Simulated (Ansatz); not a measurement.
# GaC+ (singlet): from Hartree-Fock to the top rungs at distance C1–Ga2 = 3.701 Å, cc-pVDZ

Aim: climb from Hartree-Fock through coupled cluster and multireference methods for GaC+ (singlet) at one geometry and basis, and see what each rung misses.

The runs use Ansatz 0.2.0, Gaussian basis; cc-pVDZ, core rule «outside noble gas», up to 15 orbitals frozen.

Plan: UHF; CCSD(T) on RHF; CCSD(T) on UHF; BCCD(T) on RHF; CISD; CCSDT(Q) on RHF; CCSDT(Q) on UHF; CCSDTQ on RHF; CASSCF and MRCISD+Q, 2 electrons in 2 orbitals; CASSCF and NEVPT2, 2 electrons in 2 orbitals; CASSCF and MRCISD+Q, 6 electrons in 8 orbitals; CASSCF and MRCISD+Q(relaxed), 6 electrons in 8 orbitals; CASSCF and NEVPT2, 6 electrons in 8 orbitals; Full CI.

35 further runs of the same task are left out: 9 for a known fault of the program, 19 that didn't finish, 7 set aside as unsound or not needed. Runs told in other sessions of the task aren't counted.

## (1) The system

The geometry derives from a PBE0/def2-TZVP stationary point (not a proven minimum). One bond is set to the value named and the two fragments are kept rigid. No spin-orbit coupling is included. The filled d shell of Ga may be among the frozen orbitals whatever the setting's name suggests.

2 atoms, charge 1, spin multiplicity 1.

Atoms are counted from 1 here; the program's logs count them from 0.

No contacts short enough for the rule that draws bonds.

As a file:

| atom | x (Å) | y (Å) | z (Å) |
| --- | --- | --- | --- |
| C1 | 0.0000 | 0.0000 | 0.0000 |
| Ga2 | 0.0000 | 0.0000 | 3.7010 |

## (2) UHF

The input, in.yaml:

```yaml
crystal:
  periodic: [false, false, false]
  atoms:
    - {symbol: C, position_ang: [0.000000, 0.000000, 0.000000]}
    - {symbol: Ga, position_ang: [0.000000, 0.000000, 3.701000]}
basis:
  gaussian: {orbitals: cc-pVDZ}
total_charge: 1
magnetization: {spin_polarized: true, initial_magnetization: 0}
hamiltonian: {xc: hf}
output: {orbitals: {seedname: orbitals}}
```

Launch:

```bash
ansatz run in.yaml --threads 1 --pin off --events-out ev --progress --plain --max-ram 2393MiB
```

The runs that follow: CCSD(T) on RHF; CCSD(T) on UHF; BCCD(T) on RHF; CISD; CCSDT(Q) on RHF; CCSDT(Q) on UHF; CCSDTQ on RHF; CASSCF and MRCISD+Q, 2 electrons in 2 orbitals; CASSCF and NEVPT2, 2 electrons in 2 orbitals; CASSCF and MRCISD+Q, 6 electrons in 8 orbitals; CASSCF and MRCISD+Q(relaxed), 6 electrons in 8 orbitals; CASSCF and NEVPT2, 6 electrons in 8 orbitals; Full CI.

**Question.** What will the summary of the whole plan be? Wanted: FCI from the RHF energy; RMP2 from FCI; RCCSD from FCI; RCCSD(T) from FCI; RCCSDT(Q) from FCI; MRCISD+Q pair from FCI; T1 diagnostic; effectively unpaired electrons.

The runs gave:

| quantity | value |
| --- | --- |
| FCI from the RHF energy | -3.9029 eV |
| RMP2 from FCI | +1413.4 meV |
| RCCSD from FCI | +158.9 meV |
| RCCSD(T) from FCI | +79.9 meV |
| RCCSDT(Q) from FCI | +29.5 meV |
| MRCISD+Q pair from FCI | -40.4 meV |
| levels within 1 kcal/mol (43 meV) | RCCSDT(Q), RCCSDTQ, MRCISD+Q pair |
| T1 diagnostic | 0.009 |
| effectively unpaired electrons | 0.84 |

What this shows: RCCSD(T) lands +79.9 meV from the yardstick (2.0 % of the correlation energy). MRCISD+Q pair falls below full CI: the +Q correction isn't variational, and the cores differ from full CI's. With 0.8 effectively unpaired electrons against 0 the state is strongly multireference. Coupled cluster on one determinant still stays close here. These misses are within one basis, not against nature.

The restricted and unrestricted ladders end 1.36 eV apart at CCSDT(Q), which points to two states or an unsound top rung; rows of one don't measure the error of the other.
